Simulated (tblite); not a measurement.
# C3H10N2SSi2: the cost of one run

The runs use tblite 0.8.0 and PySCF 2.14.0, with density-fitted response routines of our own; the level of theory stands in each step. All values are computed, except where a source is named. Atoms are numbered from 0 throughout.

## Step 1: The molecule as given

18 atoms, charge 0, multiplicity 1; geometry from: force field or distance geometry start.

Bonds of the start (Å): N0–C1 1.19, C1–Si2 1.80, Si2–C3 1.88, C3–C4 1.52, C4–N5 1.45, N5–Si6 1.79, Si6–S7 2.14, Si2–H8 1.48, Si2–H9 1.46, C3–H10 1.10, C3–H11 1.12, C4–H12 1.11, C4–H13 1.12, N5–H14 1.03, Si6–H15 1.49, Si6–H16 1.47, S7–H17 1.41.

## Step 2: Relaxing the molecule with GFN2-xTB

What the job is given:

```
{"job": {"kind": "relax", "xc": "GFN2-xTB", "basis": "xTB"}, "charge": 0, "multiplicity": 1}
N      2.690500    -1.774200     2.430500
C      2.458200    -0.881600     1.677600
Si     2.147800     0.497700     0.560900
C      1.427600    -0.090600    -1.073600
C      0.023100    -0.571200    -0.761800
N     -0.818800     0.489400    -0.234200
Si    -2.416000    -0.258400     0.045400
S     -3.771300     1.094400     1.008800
H      1.057300     1.282600     1.193100
H      3.326200     1.335200     0.377600
H      1.468400     0.694500    -1.850000
H      2.014300    -1.001800    -1.346300
H      0.091300    -1.336800     0.037400
H     -0.477500    -1.001600    -1.663900
H     -0.913800     1.278500    -0.884200
H     -2.146400    -1.439500     0.918500
H     -2.876400    -0.714600    -1.270100
H     -3.293200     2.404500     0.822500
```

Started as:

```sh
$ OMP_NUM_THREADS=1 python probes_run.py task.json out
```

This one command runs all jobs of the session in turn.

**Question.** How long does this first job take on 1 thread of Arm Neoverse V2, shared host, and how much memory does it need?

About 1.9 s, with a peak of 0.18 GiB.
